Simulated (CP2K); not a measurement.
# NbAs in CP2K: work function with PBE

Aim: the work function of NbAs with PBE.

Everything below comes from runs of CP2K 2026.2. Logs are shortened: lines on timing, memory, paths and dates and some standing lists are left out, and cuts for length are marked.

## 1. The cell of the first run

The cell holds a slab with vacuum, 8 atoms: a = 3.452 Å, b = 3.452 Å, c = 24.741 Å, α = 90.00°, β = 90.00°, γ = 90.00°.

## 2. Work function, PBE (the (0 0 1) slab of NbAs, cut from the database cell, not relaxed)

Contents of nbas_workfunction.inp:

```
&GLOBAL
  PROJECT nbas_workfunction
  RUN_TYPE ENERGY_FORCE
  PRINT_LEVEL LOW
&END GLOBAL
&FORCE_EVAL
  METHOD QS
  &DFT
    BASIS_SET_FILE_NAME BASIS_MOLOPT_UZH
    POTENTIAL_FILE_NAME POTENTIAL_UZH
    &MGRID
      CUTOFF 450
      REL_CUTOFF 60
      NGRIDS 4
    &END MGRID
    &QS
      METHOD GPW
      EPS_DEFAULT 1.0E-10
    &END QS
    &KPOINTS
      SCHEME MONKHORST-PACK 8 8 1
      GAMMA_CENTERED T
      SYMMETRY T
      SYMMETRY_BACKEND SPGLIB
    &END KPOINTS
    &SCF
      SCF_GUESS ATOMIC
      EPS_SCF 1.0E-6
      MAX_SCF 100
      ADDED_MOS 34
      CHOLESKY OFF
      EPS_EIGVAL 1.0E-7
      &DIAGONALIZATION ON
        ALGORITHM STANDARD
      &END DIAGONALIZATION
      &MIXING ON
        METHOD BROYDEN_MIXING
        ALPHA 0.2
        BETA 1.5
        NBUFFER 8
      &END MIXING
      &SMEAR ON
        METHOD FERMI_DIRAC
        ELECTRONIC_TEMPERATURE [K] 580.226
      &END SMEAR
    &END SCF
    &XC
      &XC_FUNCTIONAL PBE
      &END XC_FUNCTIONAL
    &END XC
    &PRINT
      &KPOINTS ON
      &END KPOINTS
      &MULLIKEN ON
      &END MULLIKEN
      &MO ON
        ENERGIES T
        OCCUPATION_NUMBERS T
        &EACH
          QS_SCF 0
        &END EACH
        ADD_LAST NUMERIC
      &END MO
      &LOWDIN ON
      &END LOWDIN
      &HIRSHFELD ON
        SHAPE_FUNCTION DENSITY
      &END HIRSHFELD
      &E_DENSITY_CUBE ON
        STRIDE 1
      &END E_DENSITY_CUBE
      &V_HARTREE_CUBE ON
        STRIDE 1
      &END V_HARTREE_CUBE
      &ELF_CUBE ON
        STRIDE 1
      &END ELF_CUBE
    &END PRINT
  &END DFT
  &SUBSYS
    &CELL
      A 3.4517000000 0.0000000000 0.0000000000
      B 0.0000000000 3.4517000000 0.0000000000
      C 0.0000000000 0.0000000000 24.7411200000
      PERIODIC XYZ
    &END CELL
    &COORD
      SCALED
      As  0.0000000000 0.0000000000 0.3031390657
      Nb  0.5000000000 0.5000000000 0.3427945057
      As  0.5000000000 0.0000000000 0.4211612085
      Nb  0.0000000000 0.5000000000 0.4608166486
      As  0.5000000000 0.5000000000 0.5391833514
      Nb  0.0000000000 0.0000000000 0.5788387915
      As  0.0000000000 0.5000000000 0.6572054943
      Nb  0.5000000000 0.0000000000 0.6968609343
    &END COORD
    &KIND As
      BASIS_SET TZVP-MOLOPT-PBE-GTH-q5
      POTENTIAL GTH-PBE-q5
    &END KIND
    &KIND Nb
      BASIS_SET TZVP-MOLOPT-PBE-GTH-q13
      POTENTIAL GTH-PBE-q13
    &END KIND
    &PRINT
      &ATOMIC_COORDINATES ON
      &END ATOMIC_COORDINATES
      &CELL ON
      &END CELL
    &END PRINT
  &END SUBSYS
  &PRINT
    &FORCES ON
    &END FORCES
  &END PRINT
&END FORCE_EVAL
```

Potentials or basis: POTENTIAL_UZH As GTH-PBE-q5, Nb GTH-PBE-q13; TZVP-MOLOPT-PBE-GTH basis.

The run is started by

```sh
OMP_NUM_THREADS=1 mpirun -n 2 cp2k.psmp -i nbas_workfunction.inp -o nbas_workfunction.out
```

nbas_workfunction.out:

```text

 CP2K| version string:                                       CP2K version 2026.2
 CP2K| Input file name                                     nbas_workfunction.inp

 GLOBAL| Force Environment number                                              1
 GLOBAL| Basis set file name                                    BASIS_MOLOPT_UZH
 GLOBAL| Potential file name                                       POTENTIAL_UZH
 GLOBAL| MM Potential file name                                     MM_POTENTIAL
 GLOBAL| Coordinate file name                                      __STD_INPUT__
 GLOBAL| Method name                                                        CP2K
 GLOBAL| Project name                                          nbas_workfunction
 GLOBAL| Run type                                                   ENERGY_FORCE
 GLOBAL| FFT library                                                       FFTW3
 GLOBAL| Diagonalization library                                       ScaLAPACK
 GLOBAL| Cholesky decomposition library                                ScaLAPACK
 GLOBAL| DGEMM library                                                      BLAS
 GLOBAL| Direct generalized diagonalization requested                          F
 GLOBAL| Matrix multiplication library                                 ScaLAPACK
 GLOBAL| Global print level                                                  LOW
 GLOBAL| Total number of message passing processes                             2
 GLOBAL| Number of threads for this process                                    1
 GLOBAL| CPU model name                                                  UNKNOWN

 CELL| Volume [angstrom^3]:                                           294.771466
 CELL| Vector a [angstrom]:       3.452     0.000     0.000   |a| =     3.451700
 CELL| Vector b [angstrom]:       0.000     3.452     0.000   |b| =     3.451700
 CELL| Vector c [angstrom]:       0.000     0.000    24.741   |c| =    24.741120
 CELL| Angle (b,c), alpha [degree]:                                    90.000000
 CELL| Angle (a,c), beta  [degree]:                                    90.000000
 CELL| Angle (a,b), gamma [degree]:                                    90.000000
 CELL| Numerically orthorhombic:                                             YES
 CELL| Periodicity                                                           XYZ

 CELL_REF| Volume [angstrom^3]:                                       294.771466
 CELL_REF| Vector a [angstrom     3.452     0.000     0.000   |a| =     3.451700
 CELL_REF| Vector b [angstrom     0.000     3.452     0.000   |b| =     3.451700
 CELL_REF| Vector c [angstrom     0.000     0.000    24.741   |c| =    24.741120
 CELL_REF| Angle (b,c), alpha [degree]:                                90.000000
 CELL_REF| Angle (a,c), beta  [degree]:                                90.000000
 CELL_REF| Angle (a,b), gamma [degree]:                                90.000000
 CELL_REF| Numerically orthorhombic:                                         YES
 CELL_REF| Periodicity                                                       XYZ

[... 9 lines left out ...]

[... 159 lines left out ...]
 MO|  Index      Eigenvalue [a.u.]        Eigenvalue [eV]             Occupation
 MO|      1              -1.910061             -51.975405               2.000000
 MO|      2              -1.906281             -51.872536               2.000000
 MO|      3              -1.905588             -51.853691               2.000000
 MO|      4              -1.903194             -51.788552               2.000000
 MO|      5              -1.036592             -28.207116               2.000000
 MO|      6              -1.035946             -28.189520               2.000000
[... 1050 lines left out ...]
 MO|     69               0.586955              15.971866               0.000000
 MO|     70               0.594632              16.180760               0.000000
 MO| Sum:                                                              72.479603
 MO| E(Fermi):            0.116256 a.u.          3.163500 eV

 [... the levels of further k-points ...]

 The electron density is written in Cube    file format to the file:

 nbas_workfunction-ELECTRON_DENSITY-1_0.cube

 !-----------------------------------------------------------------------------!
                     Mulliken Population Analysis

 #  Atom  Element  Kind  Atomic population                           Net charge
       1     As       1          4.947977                              0.052023
       2     Nb       2         13.034496                             -0.034496
       3     As       1          5.074496                             -0.074496
       4     Nb       2         12.926463                              0.073537
       5     As       1          5.064107                             -0.064107
       6     Nb       2         12.925409                              0.074591
       7     As       1          5.191815                             -0.191815
       8     Nb       2         12.835237                              0.164763
 # Total charge                             72.000000                  0.000000

 !-----------------------------------------------------------------------------!

 !-----------------------------------------------------------------------------!
                           Hirshfeld Charges

  #Atom  Element  Kind  Ref Charge     Population                    Net charge
      1       As     1       5.000          5.177                        -0.177
      2       Nb     2      13.000         12.765                         0.235
      3       As     1       5.000          5.196                        -0.196
      4       Nb     2      13.000         12.804                         0.196
      5       As     1       5.000          5.193                        -0.193
      6       Nb     2      13.000         12.803                         0.197
      7       As     1       5.000          5.245                        -0.245
      8       Nb     2      13.000         12.817                         0.183

  Total Charge                                                            0.000
 !-----------------------------------------------------------------------------!

 LOWDIN POPULATION ANALYSIS

 #  Atom  Element  Kind  Atomic population                           Net charge
       1     As       1          3.982792                              1.017208
       2     Nb       2         14.446215                             -1.446215
       3     As       1          3.737465                              1.262535
       4     Nb       2         14.288504                             -1.288504
       5     As       1          3.719532                              1.280468
       6     Nb       2         14.284472                             -1.284472
       7     As       1          3.821382                              1.178618
       8     Nb       2         13.719639                             -0.719639
 # Total charge                             72.000000                  0.000000

               ----- ELF is computed on the real space grid -----

 ELF is written in Cube    file format to the file:

 nbas_workfunction-ELF_S1-1_0.cube

 ENERGY| Total FORCE_EVAL ( QS ) energy [hartree]           -251.820955247333416

 FORCES| Atomic forces [hartree/bohr]
 FORCES|   Atom     x               y               z               |f|
 FORCES|      1  3.57154953E-11  3.41982139E-11 -6.41403094E-03   6.41403094E-03
 FORCES|      2 -3.70729232E-12 -4.04931053E-12 -4.84490135E-03   4.84490135E-03
 FORCES|      3 -7.87937420E-12  5.29610624E-11  4.01259237E-03   4.01259237E-03
 FORCES|      4  5.68849073E-10 -4.19124018E-12 -1.11246839E-03   1.11246839E-03
 FORCES|      5 -1.94920169E-11 -1.55802600E-11  2.61944194E-03   2.61944194E-03
 FORCES|      6  6.48933341E-10  7.23803950E-10  1.52753743E-04   1.52753743E-04
 FORCES|      7  3.12731329E-11 -8.72020834E-12  2.03241947E-02   2.03241947E-02
 FORCES|      8 -2.06842757E-12  5.23952639E-10 -1.47410238E-02   1.47410238E-02
 FORCES| Sum     1.25162393E-09  1.30237485E-09 -3.44166652E-06
 FORCES| Total atomic force                                       3.44166700E-06
```

Run time: 90 s. Hardware: 2 MPI ranks of Arm Neoverse V2, shared host.

What came out:

```yaml
Free_energy: -6852.3967 eV
Largest_force: 1.045 eV/Å
Band_gap_on_the_k_mesh: none (metal or under the smearing width)
Mulliken_charges: As +0.05, -0.07, -0.06, -0.19; Nb -0.03, +0.07, +0.16 e
Hirshfeld_charges: As -0.18, -0.20, -0.19, -0.24; Nb +0.23, +0.20, +0.18 e
Work_function_of_the_upper_face: 4.17 eV
Work_function_of_the_lower_face: 4.78 eV
```

Forces on the atoms (eV/Å):
```
As   0.000  0.000 -0.330
Nb   0.000  0.000 -0.249
As   0.000  0.000  0.206
Nb   0.000  0.000 -0.057
As   0.000  0.000  0.135
Nb   0.000  0.000  0.008
As   0.000  0.000  1.045
Nb   0.000  0.000 -0.758
```

Caveat: Mulliken charges move with the basis; the two faces differ and no dipole correction was set, so the vacuum level slopes; the basis of atomic orbitals isn't converged, which shifts pressures, moduli and gaps.
